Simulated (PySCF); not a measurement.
# OsO2F2: other functionals and bases at one geometry

Aim: see how levels, charges and forces of OsO2F2 depend on the level of theory. The structure is generated, not taken from experiment.

Program: PySCF 2.14.0. Level of theory: several levels, as the steps say, no spin–orbit coupling. These are calculated values, not measurements.

3 further runs of the same task are left out: 2 for a known fault of the program, 1 that didn't finish.

## Step 1: The system as given

5 atoms, charge 0, spin multiplicity 3.

Bond lengths: Os1–O2 1.726 Å, Os1–O3 1.726 Å, Os1–F4 1.889 Å, Os1–F5 1.889 Å. Angles: O2–Os1–O3 105.5°, O2–Os1–F4 116.4°, O2–Os1–F5 116.4°, O3–Os1–F4 116.4°, O3–Os1–F5 116.4°, F4–Os1–F5 85.5°.

Geometry (Å):

```xyz
5

Os    0.0000    0.0000    0.1238
O     0.9718    0.9718    1.1683
O    -0.9718   -0.9718    1.1683
F     0.9070   -0.9070   -1.2629
F    -0.9070    0.9070   -1.2629
```

Formal oxidation states: Os +6. An earlier session relaxed this geometry at BP86, Os def2-SVP with ECP60, O def2-SVP, F def2-SVP (triplet, point group C2v).

At BP86 on the finer grid: E = -440.716855 Eh, HOMO -6.11 eV, LUMO -5.90 eV (over both spins), ⟨S²⟩ = 2.004, Mulliken charge on Os1 +1.11 e, largest force component 0.023 eV/Å. 

Levels to run: PBE; HF; B3LYP; TPSS; BP86, TZVP; BP86, x2c-SVP. Hardware: 2 threads of Intel Xeon Platinum 8375C at 2.90GHz (Ice Lake), shared host.

## Step 2: PBE

run.py (the lines that set the calculation)

```python
mol = gto.M(atom='''
Os     0.00000     0.00000     0.12384
O      0.97179     0.97179     1.16834
O     -0.97179    -0.97179     1.16834
F      0.90696    -0.90696    -1.26291
F     -0.90696     0.90696    -1.26291''',
    basis={'Os': 'def2-SVP', 'O': 'def2-SVP', 'F': 'def2-SVP'},
    ecp={'Os': 'def2-SVP'},
    charge=0, spin=2)
mf = dft.UKS(mol, xc='PBE')
mf.grids.atom_grid = (75, 302)
mf = mf.density_fit()  # fitting sets: Os def2-universal-JKFIT, O def2-universal-JKFIT, F def2-universal-JKFIT
mf.conv_tol = 1e-08; mf.max_cycle = 55
mf.kernel(dm0)  # dm0: the density of the relaxed state
```

Started as:

```
OMP_NUM_THREADS=2 python run.py
```

The log of the run:

```text
init E= -440.297875936749
  HOMO = -0.220249382762  LUMO = -0.211176953011  gap/eV = 0.24687
cycle= 1 E= -440.297956057346  delta_E= -8.01e-05  |g|= 0.00465  |ddm|= 0.0345
  HOMO = -0.219520510542  LUMO = -0.210137933458  gap/eV = 0.25531
cycle= 2 E= -440.297803688568  delta_E= 0.000152  |g|= 0.0205  |ddm|= 0.0161
  HOMO = -0.220035239611  LUMO = -0.210967462984  gap/eV = 0.24675
cycle= 3 E= -440.297960491458  delta_E= -0.000157  |g|= 0.00331  |ddm|= 0.0132
  HOMO = -0.220146407756  LUMO = -0.210970248883  gap/eV = 0.24970
cycle= 4 E= -440.297964860109  delta_E= -4.37e-06  |g|= 0.000546  |ddm|= 0.00255
  HOMO = -0.220182723131  LUMO = -0.211019120676  gap/eV = 0.24935
cycle= 5 E= -440.297964971301  delta_E= -1.11e-07  |g|= 0.000118  |ddm|= 0.000363
  HOMO = -0.22017757144  LUMO = -0.211010659941  gap/eV = 0.24944
cycle= 6 E= -440.29796497309  delta_E= -1.79e-09  |g|= 9.24e-05  |ddm|= 0.000128
  HOMO = -0.220182926231  LUMO = -0.211017221455  gap/eV = 0.24941
Extra cycle  E= -440.297964808434  delta_E= 1.65e-07  |g|= 0.000633  |ddm|= 0.000586
SCF not converged.
init E= -440.297875936749
cycle= 1 E= -440.000288480131  delta_E= 0.298  |g|= 0.457  |ddm|= 0.888
cycle= 2 E= -439.918635153953  delta_E= 0.0817  |g|= 1.07  |ddm|= 0.549
cycle= 3 E= -438.648777527939  delta_E= 1.27  |g|= 2.99  |ddm|= 1.44
cycle= 4 E= -432.522245387081  delta_E= 6.13  |g|= 8.47  |ddm|= 4.44
cycle= 5 E= -410.066637040187  delta_E= 22.5  |g|= 12.5  |ddm|= 11.7
...
cycle= 2 E= -440.29112298173  delta_E= 0.00623  |g|= 0.135  |ddm|= 0.106
  HOMO = -0.219422570601  LUMO = -0.111079049259  gap/eV = 2.94818
cycle= 3 E= -440.297476702379  delta_E= -0.00635  |g|= 0.0331  |ddm|= 0.0613
  HOMO = -0.220213854238  LUMO = -0.111171916905  gap/eV = 2.96718
cycle= 4 E= -440.297934416075  delta_E= -0.000458  |g|= 0.00823  |ddm|= 0.0214
  HOMO = -0.22005811685  LUMO = -0.110730997768  gap/eV = 2.97494
cycle= 5 E= -440.297960540367  delta_E= -2.61e-05  |g|= 0.00316  |ddm|= 0.00783
  HOMO = -0.220172318743  LUMO = -0.1109526634  gap/eV = 2.97202
cycle= 6 E= -440.297960554791  delta_E= -1.44e-08  |g|= 0.00329  |ddm|= 0.0029
  HOMO = -0.220185054985  LUMO = -0.111017121965  gap/eV = 2.97061
cycle= 7 E= -440.297964637877  delta_E= -4.08e-06  |g|= 0.000808  |ddm|= 0.00179
  HOMO = -0.22016023337  LUMO = -0.11101035461  gap/eV = 2.97012
cycle= 8 E= -440.297964892515  delta_E= -2.55e-07  |g|= 0.000415  |ddm|= 0.000791
  HOMO = -0.220170946386  LUMO = -0.111010937311  gap/eV = 2.97040
cycle= 9 E= -440.297964955133  delta_E= -6.26e-08  |g|= 0.00018  |ddm|= 0.000349
  HOMO = -0.220185338081  LUMO = -0.111017752818  gap/eV = 2.97060
cycle= 10 E= -440.297964972521  delta_E= -1.74e-08  |g|= 7.16e-05  |ddm|= 0.000196
  HOMO = -0.220178008202  LUMO = -0.111010237074  gap/eV = 2.97061
cycle= 11 E= -440.297964975955  delta_E= -3.43e-09  |g|= 2.88e-05  |ddm|= 0.000111
  HOMO = -0.220180873038  LUMO = -0.211011307548  gap/eV = 0.24952
Extra cycle  E= -440.297964965722  delta_E= 1.02e-08  |g|= 0.000163  |ddm|= 0.000187
converged SCF energy = -440.297964965722  <S^2> = 2.0037663  2S+1 = 3.0025098
```

It took 28 s on 2 threads of Intel Xeon Platinum 8375C at 2.90GHz (Ice Lake), shared host.

Read off: E = -440.297965 Eh, HOMO -5.99 eV, LUMO -5.74 eV (over both spins), ⟨S²⟩ = 2.004, Mulliken charge on Os1 +1.10 e, largest force component 0.088 eV/Å. 

## Step 3: HF

Changes to run.py (the lines that set the calculation) since step 2:

```diff
@@ -9,4 +9,3 @@
     charge=0, spin=2)
-mf = dft.UKS(mol, xc='PBE')
-mf.grids.atom_grid = (75, 302)
+mf = scf.UHF(mol)
 mf = mf.density_fit()  # fitting sets: Os def2-universal-JKFIT, O def2-universal-JKFIT, F def2-universal-JKFIT
```

Started as:

```
OMP_NUM_THREADS=2 python run.py
```

The log of the run:

```text
init E= -437.945018029492
  HOMO = -0.41793397858  LUMO = -0.0149336072657  gap/eV = 10.96620
cycle= 1 E= -438.014930876986  delta_E= -0.0699  |g|= 0.28  |ddm|= 0.594
  HOMO = -0.506372394026  LUMO = -0.11904086247  gap/eV = 10.53983
cycle= 2 E= -438.001450583557  delta_E= 0.0135  |g|= 0.348  |ddm|= 0.477
  HOMO = -0.49692115784  LUMO = -0.0633887293103  gap/eV = 11.79702
cycle= 3 E= -438.047429241054  delta_E= -0.046  |g|= 0.0553  |ddm|= 0.268
  HOMO = -0.493250624769  LUMO = -0.0572250487383  gap/eV = 11.86486
cycle= 4 E= -438.049848102328  delta_E= -0.00242  |g|= 0.0296  |ddm|= 0.06
  HOMO = -0.499773731772  LUMO = -0.0552012648329  gap/eV = 12.09743
cycle= 5 E= -438.051537053321  delta_E= -0.00169  |g|= 0.0202  |ddm|= 0.0594
  HOMO = -0.504319547055  LUMO = -0.0545953259868  gap/eV = 12.23762
cycle= 6 E= -438.052962888005  delta_E= -0.00143  |g|= 0.0178  |ddm|= 0.0611
  HOMO = -0.498541732381  LUMO = -0.0492966704289  gap/eV = 12.22458
cycle= 7 E= -438.05502354809  delta_E= -0.00206  |g|= 0.0132  |ddm|= 0.112
  HOMO = -0.490088228873  LUMO = -0.046445037683  gap/eV = 12.07215
cycle= 8 E= -438.056345914997  delta_E= -0.00132  |g|= 0.0102  |ddm|= 0.0882
  HOMO = -0.483055001675  LUMO = -0.0439844092748  gap/eV = 11.94772
cycle= 9 E= -438.057400219138  delta_E= -0.00105  |g|= 0.00897  |ddm|= 0.084
  HOMO = -0.475701291305  LUMO = -0.0408828491496  gap/eV = 11.83201
cycle= 10 E= -438.05834058445  delta_E= -0.00094  |g|= 0.0068  |ddm|= 0.0966
  HOMO = -0.468785633125  LUMO = -0.0371406141837  gap/eV = 11.74566
cycle= 11 E= -438.058906718704  delta_E= -0.000566  |g|= 0.00325  |ddm|= 0.0957
  HOMO = -0.467219145365  LUMO = -0.0355384158495  gap/eV = 11.74663
cycle= 12 E= -438.059013235349  delta_E= -0.000107  |g|= 0.0016  |ddm|= 0.0446
  HOMO = -0.466410160353  LUMO = -0.0354660149584  gap/eV = 11.72659
cycle= 13 E= -438.059019896826  delta_E= -6.66e-06  |g|= 0.000994  |ddm|= 0.00929
  HOMO = -0.466446633132  LUMO = -0.0346810333018  gap/eV = 11.74894
cycle= 14 E= -438.059025327333  delta_E= -5.43e-06  |g|= 0.000743  |ddm|= 0.0215
  HOMO = -0.466451463898  LUMO = -0.0349695520433  gap/eV = 11.74122
cycle= 15 E= -438.059027416912  delta_E= -2.09e-06  |g|= 0.000176  |ddm|= 0.0069
  HOMO = -0.466436731664  LUMO = -0.0349787370042  gap/eV = 11.74057
cycle= 16 E= -438.059027504885  delta_E= -8.8e-08  |g|= 7.71e-05  |ddm|= 0.000742
  HOMO = -0.466430646299  LUMO = -0.0349762970944  gap/eV = 11.74047
cycle= 17 E= -438.059027522104  delta_E= -1.72e-08  |g|= 6.17e-05  |ddm|= 0.000396
  HOMO = -0.466430314955  LUMO = -0.0349905897777  gap/eV = 11.74007
cycle= 18 E= -438.05902753247  delta_E= -1.04e-08  |g|= 2.96e-05  |ddm|= 0.000307
  HOMO = -0.466430017611  LUMO = -0.0349950887328  gap/eV = 11.73994
cycle= 19 E= -438.05902753546  delta_E= -2.99e-09  |g|= 1.84e-05  |ddm|= 0.00016
  HOMO = -0.466425866162  LUMO = -0.0349950726014  gap/eV = 11.73983
Extra cycle  E= -438.059027535896  delta_E= -4.36e-10  |g|= 1.61e-05  |ddm|= 3.34e-05
converged SCF energy = -438.059027535896  <S^2> = 2.3367013  2S+1 = 3.216645
```

It took 2.4 s on 2 threads of Intel Xeon Platinum 8375C at 2.90GHz (Ice Lake), shared host.

It gives: E = -438.059028 Eh, HOMO -12.69 eV, LUMO -0.95 eV (over both spins), ⟨S²⟩ = 2.337, Mulliken charge on Os1 +1.75 e, largest force component 1.291 eV/Å. The state is spin-contaminated.

## Step 4: B3LYP

Changes to run.py (the lines that set the calculation) since step 3:

```diff
@@ -9,3 +9,4 @@
     charge=0, spin=2)
-mf = scf.UHF(mol)
+mf = dft.UKS(mol, xc='B3LYP')
+mf.grids.atom_grid = (75, 302)
 mf = mf.density_fit()  # fitting sets: Os def2-universal-JKFIT, O def2-universal-JKFIT, F def2-universal-JKFIT
```

Started as:

```
OMP_NUM_THREADS=2 python run.py
```

The log of the run:

```text
init E= -440.562006117779
  HOMO = -0.270693713698  LUMO = -0.186096578424  gap/eV = 2.30201
cycle= 1 E= -440.553573750568  delta_E= 0.00843  |g|= 0.183  |ddm|= 0.214
  HOMO = -0.296541833959  LUMO = -0.228554887523  gap/eV = 1.85002
cycle= 2 E= -440.402578170564  delta_E= 0.151  |g|= 0.663  |ddm|= 0.534
  HOMO = -0.285983344189  LUMO = -0.198103502304  gap/eV = 2.39133
cycle= 3 E= -440.563714811059  delta_E= -0.161  |g|= 0.0846  |ddm|= 0.427
  HOMO = -0.282705531275  LUMO = -0.197872963395  gap/eV = 2.30841
cycle= 4 E= -440.566488894693  delta_E= -0.00277  |g|= 0.00634  |ddm|= 0.0592
  HOMO = -0.282566330781  LUMO = -0.196880725876  gap/eV = 2.33162
cycle= 5 E= -440.566521241236  delta_E= -3.23e-05  |g|= 0.00168  |ddm|= 0.0104
  HOMO = -0.283110542453  LUMO = -0.197129923179  gap/eV = 2.33965
cycle= 6 E= -440.566527522853  delta_E= -6.28e-06  |g|= 0.000979  |ddm|= 0.00606
  HOMO = -0.283024975462  LUMO = -0.196922568564  gap/eV = 2.34297
cycle= 7 E= -440.566529085299  delta_E= -1.56e-06  |g|= 0.00028  |ddm|= 0.00373
  HOMO = -0.28302556195  LUMO = -0.196931638432  gap/eV = 2.34273
cycle= 8 E= -440.566529074604  delta_E= 1.07e-08  |g|= 0.000452  |ddm|= 0.000685
  HOMO = -0.283025447727  LUMO = -0.196932806442  gap/eV = 2.34270
cycle= 9 E= -440.566529157501  delta_E= -8.29e-08  |g|= 9.82e-05  |ddm|= 0.000349
  HOMO = -0.283023195771  LUMO = -0.19692964598  gap/eV = 2.34272
cycle= 10 E= -440.566529163935  delta_E= -6.43e-09  |g|= 1.39e-05  |ddm|= 0.00014
  HOMO = -0.283024949393  LUMO = -0.196932489285  gap/eV = 2.34270
Extra cycle  E= -440.566529163944  delta_E= -9.32e-12  |g|= 2.96e-05  |ddm|= 4.03e-05
converged SCF energy = -440.566529163944  <S^2> = 2.0146276  2S+1 = 3.0097359
```

It took 5.9 s on 2 threads of Intel Xeon Platinum 8375C at 2.90GHz (Ice Lake), shared host.

It gives: E = -440.566529 Eh, HOMO -7.70 eV, LUMO -5.36 eV (over both spins), ⟨S²⟩ = 2.015, Mulliken charge on Os1 +1.26 e, largest force component 0.544 eV/Å. 

## Step 5: TPSS

Changes to run.py (the lines that set the calculation) since step 4:

```diff
@@ -9,3 +9,3 @@
     charge=0, spin=2)
-mf = dft.UKS(mol, xc='B3LYP')
+mf = dft.UKS(mol, xc='TPSS')
 mf.grids.atom_grid = (75, 302)
```

Started as:

```
OMP_NUM_THREADS=2 python run.py
```

The log of the run:

```text
init E= -440.607590318713
  HOMO = -0.22478338134  LUMO = -0.206947621909  gap/eV = 0.48534
cycle= 1 E= -440.604521498047  delta_E= 0.00307  |g|= 0.102  |ddm|= 0.126
  HOMO = -0.234541988018  LUMO = -0.226784206859  gap/eV = 0.21110
cycle= 2 E= -440.515363825626  delta_E= 0.0892  |g|= 0.495  |ddm|= 0.368
  HOMO = -0.228978445982  LUMO = -0.210097361619  gap/eV = 0.51378
cycle= 3 E= -440.606930361128  delta_E= -0.0916  |g|= 0.0621  |ddm|= 0.316
  HOMO = -0.227077233485  LUMO = -0.210007344167  gap/eV = 0.46450
cycle= 4 E= -440.608475094284  delta_E= -0.00154  |g|= 0.00392  |ddm|= 0.0458
  HOMO = -0.227580369503  LUMO = -0.210364028015  gap/eV = 0.46848
cycle= 5 E= -440.608480272958  delta_E= -5.18e-06  |g|= 0.00139  |ddm|= 0.00301
  HOMO = -0.22735855007  LUMO = -0.2101310972  gap/eV = 0.46878
cycle= 6 E= -440.60848110197  delta_E= -8.29e-07  |g|= 0.000264  |ddm|= 0.0012
  HOMO = -0.227386630639  LUMO = -0.210133691058  gap/eV = 0.46948
cycle= 7 E= -440.608480973663  delta_E= 1.28e-07  |g|= 0.000639  |ddm|= 0.000686
  HOMO = -0.227391980015  LUMO = -0.210134068397  gap/eV = 0.46961
cycle= 8 E= -440.60848114227  delta_E= -1.69e-07  |g|= 0.00011  |ddm|= 0.00055
  HOMO = -0.227389656568  LUMO = -0.210131621898  gap/eV = 0.46962
cycle= 9 E= -440.608481148113  delta_E= -5.84e-09  |g|= 2.1e-05  |ddm|= 0.000103
  HOMO = -0.227390176349  LUMO = -0.210136374557  gap/eV = 0.46950
Extra cycle  E= -440.608481144891  delta_E= 3.22e-09  |g|= 9.31e-05  |ddm|= 7.76e-05
converged SCF energy = -440.608481144891  <S^2> = 2.0059082  2S+1 = 3.0039362
```

Wall time 8.9 s (2 threads of Intel Xeon Platinum 8375C at 2.90GHz (Ice Lake), shared host).

It gives: E = -440.608481 Eh, HOMO -6.19 eV, LUMO -5.72 eV (over both spins), ⟨S²⟩ = 2.006, Mulliken charge on Os1 +1.21 e, largest force component 0.098 eV/Å. 

## Step 6: BP86, TZVP

Basis: Os def2-TZVP with ECP60, O def2-TZVP, F def2-TZVP. 

run.py (the lines that set the calculation)

```python
mol = gto.M(atom='''
Os     0.00000     0.00000     0.12384
O      0.97179     0.97179     1.16834
O     -0.97179    -0.97179     1.16834
F      0.90696    -0.90696    -1.26291
F     -0.90696     0.90696    -1.26291''',
    basis={'Os': 'def2-TZVP', 'O': 'def2-TZVP', 'F': 'def2-TZVP'},
    ecp={'Os': 'def2-TZVP'},
    charge=0, spin=2)
mf = dft.UKS(mol, xc='B88,P86')
mf.grids.atom_grid = (75, 302)
mf = mf.density_fit()  # fitting sets: Os def2-universal-JKFIT, O def2-universal-JKFIT, F def2-universal-JKFIT
mf.conv_tol = 1e-08; mf.max_cycle = 55
mf.kernel(dm0)  # dm0: free metal ions and neutral atoms
```

Started as:

```
OMP_NUM_THREADS=2 python run.py
```

The log of the run:

```text
init E= -451.132850229071
  HOMO = -0.15450697629  LUMO = -0.152361433796  gap/eV = 0.05838
cycle= 1 E= -439.615717506271  delta_E= 11.5  |g|= 2.28  |ddm|= 2.28
cycle= 2 E= -435.921757603875  delta_E= 3.69  |g|= 3.88  |ddm|= 3.09
cycle= 3 E= -438.040237514453  delta_E= -2.12  |g|= 2.66  |ddm|= 3.07
  HOMO = -0.239424620667  LUMO = -0.221588347169  gap/eV = 0.48535
cycle= 4 E= -440.687318576686  delta_E= -2.65  |g|= 1.15  |ddm|= 2.07
cycle= 5 E= -441.148840085799  delta_E= -0.462  |g|= 0.228  |ddm|= 0.579
  HOMO = -0.250015902532  LUMO = -0.241002259438  gap/eV = 0.24527
cycle= 6 E= -441.157015653537  delta_E= -0.00818  |g|= 0.167  |ddm|= 0.243
  HOMO = -0.228566850446  LUMO = -0.222803806071  gap/eV = 0.15682
cycle= 7 E= -441.168138939786  delta_E= -0.0111  |g|= 0.0277  |ddm|= 0.115
  HOMO = -0.229948217533  LUMO = -0.222105550951  gap/eV = 0.21341
cycle= 8 E= -441.168444740036  delta_E= -0.000306  |g|= 0.00464  |ddm|= 0.0173
  HOMO = -0.229990869905  LUMO = -0.222076667476  gap/eV = 0.21536
cycle= 9 E= -441.168452970325  delta_E= -8.23e-06  |g|= 0.0014  |ddm|= 0.00349
  HOMO = -0.229907619901  LUMO = -0.221983552478  gap/eV = 0.21562
cycle= 10 E= -441.168453711452  delta_E= -7.41e-07  |g|= 0.000206  |ddm|= 0.00091
  HOMO = -0.229883730109  LUMO = -0.22195790299  gap/eV = 0.21567
cycle= 11 E= -441.168453738292  delta_E= -2.68e-08  |g|= 0.000109  |ddm|= 0.000286
  HOMO = -0.229890926931  LUMO = -0.221960886581  gap/eV = 0.21579
cycle= 12 E= -441.168453743718  delta_E= -5.43e-09  |g|= 3.87e-05  |ddm|= 0.00011
  HOMO = -0.229899390788  LUMO = -0.221974048713  gap/eV = 0.21566
Extra cycle  E= -441.168453734484  delta_E= 9.23e-09  |g|= 0.000163  |ddm|= 0.000101
converged SCF energy = -441.168453734484  <S^2> = 2.0035735  2S+1 = 3.0023814
```

Run time: 14 s. Hardware: 2 threads of Intel Xeon Platinum 8375C at 2.90GHz (Ice Lake), shared host.

It gives: E = -441.168454 Eh, HOMO -6.26 eV, LUMO -6.04 eV (over both spins), ⟨S²⟩ = 2.004, Mulliken charge on Os1 +1.35 e, largest force component 0.123 eV/Å. 

## Step 7: BP86, x2c-SVP

Basis: Os x2c-SVPall, O x2c-SVPall, F x2c-SVPall. All electrons are treated, with the spin-free X2C Hamiltonian.

run.py (the lines that set the calculation)

```python
mol = gto.M(atom='''
Os     0.00000     0.00000     0.12384
O      0.97179     0.97179     1.16834
O     -0.97179    -0.97179     1.16834
F      0.90696    -0.90696    -1.26291
F     -0.90696     0.90696    -1.26291''',
    basis={'Os': 'x2c-SVPall', 'O': 'x2c-SVPall', 'F': 'x2c-SVPall'},
    nucmod='G',
    charge=0, spin=2)
mf = dft.UKS(mol, xc='B88,P86')
mf.grids.atom_grid = (99, 590)
mf = mf.density_fit()  # fitting sets: Os AutoAux, O AutoAux, F AutoAux
mf = mf.sfx2c1e()
mf.conv_tol = 1e-08; mf.max_cycle = 55
mf.kernel(dm0)  # dm0: free metal ions and neutral atoms
```

Started as:

```
OMP_NUM_THREADS=2 python run.py
```

The log of the run:

```text
init E= -17617.7010431978
  HOMO = -0.147896999511  LUMO = -0.143263132826  gap/eV = 0.12609
cycle= 1 E= -17605.4690548624  delta_E= 12.2  |g|= 2.12  |ddm|= 3.01
cycle= 2 E= -17602.1466911414  delta_E= 3.32  |g|= 3.33  |ddm|= 4.05
cycle= 3 E= -17603.8438034774  delta_E= -1.7  |g|=  2.7  |ddm|= 3.86
  HOMO = -0.25323041854  LUMO = -0.235456872758  gap/eV = 0.48364
cycle= 4 E= -17606.6278789158  delta_E= -2.78  |g|= 1.03  |ddm|= 2.51
cycle= 5 E= -17607.0141488825  delta_E= -0.386  |g|= 0.277  |ddm|= 0.782
  HOMO = -0.250914824944  LUMO = -0.244993140407  gap/eV = 0.16114
cycle= 6 E= -17607.0390196945  delta_E= -0.0249  |g|= 0.118  |ddm|= 0.277
  HOMO = -0.234430133102  LUMO = -0.231654039383  gap/eV = 0.07554
cycle= 7 E= -17607.0446053746  delta_E= -0.00559  |g|= 0.0246  |ddm|= 0.103
  HOMO = -0.235330817638  LUMO = -0.230795397694  gap/eV = 0.12342
cycle= 8 E= -17607.0448463081  delta_E= -0.000241  |g|= 0.00333  |ddm|= 0.0183
  HOMO = -0.23533767543  LUMO = -0.230900441329  gap/eV = 0.12074
cycle= 9 E= -17607.0448512657  delta_E= -4.96e-06  |g|= 0.000776  |ddm|= 0.00341
  HOMO = -0.235304281865  LUMO = -0.230858755816  gap/eV = 0.12097
cycle= 10 E= -17607.044851473  delta_E= -2.07e-07  |g|= 0.000196  |ddm|= 0.000557
  HOMO = -0.235291856772  LUMO = -0.230839226035  gap/eV = 0.12116
cycle= 11 E= -17607.0448514818  delta_E= -8.81e-09  |g|= 0.000167  |ddm|= 0.000276
  HOMO = -0.235291334469  LUMO = -0.230839423227  gap/eV = 0.12114
cycle= 12 E= -17607.0448514841  delta_E= -2.36e-09  |g|= 0.000149  |ddm|= 0.000232
  HOMO = -0.235294199315  LUMO = -0.230841492917  gap/eV = 0.12116
cycle= 13 E= -17607.0448514935  delta_E= -9.41e-09  |g|= 1.13e-05  |ddm|= 0.000124
  HOMO = -0.235294824513  LUMO = -0.230842171263  gap/eV = 0.12116
Extra cycle  E= -17607.0448514931  delta_E= 4.62e-10  |g|= 3.78e-05  |ddm|= 3.48e-05
converged SCF energy = -17607.0448514931  <S^2> = 2.0036993  2S+1 = 3.0024652
```

Run time: 38 s. Hardware: 2 threads of Intel Xeon Platinum 8375C at 2.90GHz (Ice Lake), shared host.

Read off: E = -17607.044851 Eh, HOMO -6.40 eV, LUMO -6.28 eV (over both spins), ⟨S²⟩ = 2.004, Mulliken charge on Os1 +0.90 e, largest force component 0.479 eV/Å. 

## Step 8: All levels side by side

| level | state | HOMO (eV) | gap (eV) | charge on Os1 (e) | dipole (D) | largest force (eV/Å) | basis functions | time |
| --- | --- | --- | --- | --- | --- | --- | --- | --- |
| BP86 (relaxed here) | triplet | -6.11 | 0.21 | 1.11 | 0.09 | 0.02 | 88 | 17 s |
| PBE | triplet | -5.99 | 0.25 | 1.10 | 0.09 | 0.09 | 88 | 28 s |
| HF | triplet | -12.69 | 11.74 | 1.75 | 1.24 | 1.29 | 88 | 2.4 s |
| B3LYP | triplet | -7.70 | 2.34 | 1.26 | 0.08 | 0.54 | 88 | 5.9 s |
| TPSS | triplet | -6.19 | 0.47 | 1.21 | 0.07 | 0.10 | 88 | 8.9 s |
| BP86, TZVP | triplet | -6.26 | 0.22 | 1.35 | 0.05 | 0.12 | 164 | 14 s |
| BP86, x2c-SVP | triplet | -6.40 | 0.12 | 0.90 | 0.02 | 0.48 | 122 | 38 s |

Times are on 2 threads of Intel Xeon Platinum 8375C at 2.90GHz (Ice Lake), shared host; the first row also made further properties.

In one basis the HOMO–LUMO gap runs from 0.21 eV (BP86) to 11.74 eV (HF). The largest leftover force, 1.29 eV/Å with HF, stands at a geometry relaxed at another level. The Mulliken charge on Os spans +0.90 to +1.75 e over the levels. Total energies of different levels can't be compared. Spin–orbit coupling is left out throughout.
